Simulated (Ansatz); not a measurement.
Working through an SCF with some post-processing of Y3PbC, space group Pm-3m

With Ansatz 0.2.0 through its Python package.

Notebook, run cell by cell (the value of a cell's last expression is shown):

In [1]:
```python
from collections import Counter
from collections import defaultdict
from pathlib import Path
import json

import ansatz as az
from ase.data import atomic_numbers
from ase.io.cube import read_cube_data
from ase.units import Bohr
import numpy as np
from pymatgen.core import Structure
import spglib

xtal = (
    az.Lattice.of([4.909535, 0.0, 0.0], [0.0, 4.909535, 0.0], [0.0, 0.0, 4.909535])
    .atom("Y", [0.5, 0.0, 0.5])
    .atom("Y", [0.0, 0.5, 0.5])
    .atom("Y", [0.5, 0.5, 0.0])
    .atom("Pb", [0.0, 0.0, 0.0])
    .atom("C", [0.5, 0.5, 0.5])
)

xtal.resolved().sites[-1]
```
Out [1]:
```text
Site(symbol='C', position=(0.5, 0.5, 0.5), moment=None, axis=None, held=None, saved=None)
```

In [2]:
```python
base = xtal.calculation()
base = base.basis(470)
base = base.occupations("fermi_dirac").kpoints(5)
base = base.functional("lda")
base = base.density_of_states(energy_step=0.05, method="smearing", broadening_width=0.1, projected=True)
base = base.density().output_files(volumetric_format=["cube", "npy"])
base = base.stress()
out = base.run(events_out="events.ndjson")
summary = out.report

summary["n_kpoints"], summary["n_symmetry_ops"], summary["n_pw"]
```
Out [2]:
```text
(10, 48, 2777)
```

In [3]:
```python
summary["mixing_algorithm"], summary["preconditioner"], summary["eigensolver"]
```
Out [3]:
```text
('MSR1', 'Kerker', 'band_cg')
```

In [4]:
```python
with open("events.ndjson") as stream:
    kinds = Counter(json.loads(line)["event"] for line in stream)
print("events:", {kind: kinds[kind] for kind in ("scf_iter", "scf_done", "notice", "finished")})
```
```text
events: {'scf_iter': 6, 'scf_done': 1, 'notice': 2, 'finished': 1}
```

In [5]:
```python
print("%-22s %14.5f eV" % ("F = E - TS", summary["free_energy_ev"]))
print("%-22s %14.5f eV" % ("E", summary["internal_energy_ev"]))
print("%-22s %14.5f eV" % ("Harris-Foulkes", summary["harris_foulkes_ev"]))
print("%-22s %14.5f eV" % ("Fermi level", summary["fermi_energy_ev"]))
```
```text
F = E - TS               -23085.28092 eV
E                        -23085.20769 eV
Harris-Foulkes           -23085.28092 eV
Fermi level                  11.30967 eV
```

In [6]:
```python
spg_cell = (out.lattice.cell_ang, [s.position_frac for s in out.lattice.sites], [atomic_numbers[s.symbol] for s in out.lattice.sites])
found = spglib.get_symmetry_dataset(spg_cell, symprec=1e-3)
print(found.international, found.number, "point group", found.pointgroup)
for site, letter, group in zip(out.lattice.sites, found.wyckoffs, found.site_symmetry_symbols):
    print(f"  {site.symbol:2s} Wyckoff {letter}  site symmetry {group}")
```
```text
Pm-3m 221 point group m-3m
  Y  Wyckoff c  site symmetry 4/mm.m
  Y  Wyckoff c  site symmetry 4/mm.m
  Y  Wyckoff c  site symmetry 4/mm.m
  Pb Wyckoff a  site symmetry m-3m
  C  Wyckoff b  site symmetry m-3m
```

In [7]:
```python
final = Structure(out.lattice.cell_ang, [s.symbol for s in out.lattice.sites], [s.position_frac for s in out.lattice.sites])
for index, (site, neighbours) in enumerate(zip(final, final.get_all_neighbors(5.5))):
    first = min(n.nn_distance for n in neighbours)
    shell = [n for n in neighbours if n.nn_distance < 1.1 * first]
    mean = sum(n.nn_distance for n in shell) / len(shell)
    print(f"atom {index} {site.specie.symbol}: {len(shell)} neighbours within 1.1 of the shortest distance, mean {mean:.3f} A")
```
```text
atom 0 Y: 2 neighbours within 1.1 of the shortest distance, mean 2.455 A
atom 1 Y: 2 neighbours within 1.1 of the shortest distance, mean 2.455 A
atom 2 Y: 2 neighbours within 1.1 of the shortest distance, mean 2.455 A
atom 3 Pb: 12 neighbours within 1.1 of the shortest distance, mean 3.472 A
atom 4 C: 6 neighbours within 1.1 of the shortest distance, mean 2.455 A
```

In [8]:
```python
dos = out.density_of_states()
energy = np.asarray(dos.energies_ev) - dos.fermi_ev
projected = out.projected_density_of_states()
by_shell = defaultdict(float)
for site in projected.sites:
    for shell in site.shells:
        for part in shell.curves:
            by_shell[f"{site.species} {'spdf'[shell.l]}"] += np.sum(part.g_bin_mean_per_ev, axis=0)
print("E - E_F  " + " ".join(f"{name:>7s}" for name in by_shell))
for e in np.arange(-5, 5 + 0.1, 1.0):
    print(f"{e:7.1f}  " + " ".join(f"{np.interp(e, energy, curve):7.3f}" for curve in by_shell.values()))
```
```text
E - E_F      Y s     Y p     Y d    Pb s    Pb p    Pb d     C s     C p
   -5.0    0.000   0.000   0.000   0.000   0.000   0.000   0.000   0.000
   -4.0    0.000   0.000   0.000   0.000   0.000   0.000   0.000   0.000
   -3.0    0.193   0.020   0.366   0.030   0.178   0.000   0.012   0.529
   -2.0    0.274   0.158   3.025   0.006   2.151   0.002   0.046   2.335
   -1.0    0.004   0.014   0.611   0.000   0.077   0.002   0.000   0.218
    0.0    0.058   0.011   1.972   0.034   0.075   0.008   0.002   0.055
    1.0    0.304   0.024   4.806   0.097   0.492   0.012   0.016   0.302
    2.0    0.700   0.025   3.607   0.418   0.073   0.006   0.017   0.262
    3.0    0.000   0.000   0.000   0.000   0.000   0.000   0.000   0.000
    4.0    0.000   0.000   0.000   0.000   0.000   0.000   0.000   0.000
    5.0    0.000   0.000   0.000   0.000   0.000   0.000   0.000   0.000
```

In [9]:
```python
folder = Path(out.write_results("cubes"))
print("\n".join((folder / "rho.cube").read_text().splitlines()[: 6 + 5]))
values, cube_atoms = read_cube_data(str(folder / "rho.cube"))
print("electrons from the file:", round(values.mean() * cube_atoms.get_volume() / Bohr ** 3, 3))
```
```text
ansatz rho
values in e/bohr^3 (x slowest, z fastest)
    5    0.000000    0.000000    0.000000
   36    0.257713    0.000000    0.000000
   36    0.000000    0.257713    0.000000
   36    0.000000    0.000000    0.257713
   39   39.000000    4.638838    0.000000    4.638838
   39   39.000000    0.000000    4.638838    4.638838
   39   39.000000    4.638838    4.638838    0.000000
   82   82.000000    0.000000    0.000000    0.000000
    6    6.000000    4.638838    4.638838    4.638838
electrons from the file: 51.0
```

In [10]:
```python
principal = np.linalg.eigvalsh(np.array(summary["stress_gpa"]))
mises = np.sqrt(0.5 * sum((principal[i] - principal[i - 1]) ** 2 for i in range(3)))
print("principal stresses (GPa, compression positive):", np.round(principal, 3))
print(f"mean {principal.mean():.3f} GPa, von Mises {mises:.3f} GPa, PV = {principal.mean() * summary['setup']['cell_volume_ang3'] / 160.21766:.4f} eV")
```
```text
principal stresses (GPa, compression positive): [-4.661 -4.661 -4.661]
mean -4.661 GPa, von Mises 0.000 GPa, PV = -3.4424 eV
```

What to keep in mind:
- Absolute energies stand on the zero of these potentials, so only differences at equal settings mean something. A total without «per atom» is that of the cell as typed.
- For a metal this k-point mesh is coarse: on a finer one energies can move by several to tens of meV an atom and pressures by half a GPa or more, differences at one mesh by less.
- An absolute Fermi energy rests on an arbitrary zero of the periodic potential and has no direct meaning.
- Projections exist only for the shells that the potentials hold, some of them semicore, and samples at single energies can miss narrow peaks.
- Spin-orbit coupling, which matters for elements this heavy, is left out.
- Densities and potentials on the grid are those of the valence electrons, and inside the cores they hang on the potentials used.
- The structure comes from a database of computed cells and needn't be a stable or known phase.
- The computed bands are complete only to about 0.9 eV above the Fermi level; beyond that the density of states is undercounted.
- The whole script took 6.7 s on 1 thread of Arm Neoverse N1 (shared host), peak memory 0.49 GiB.

(Lines on the test bed's own set-up are left out of the output.)
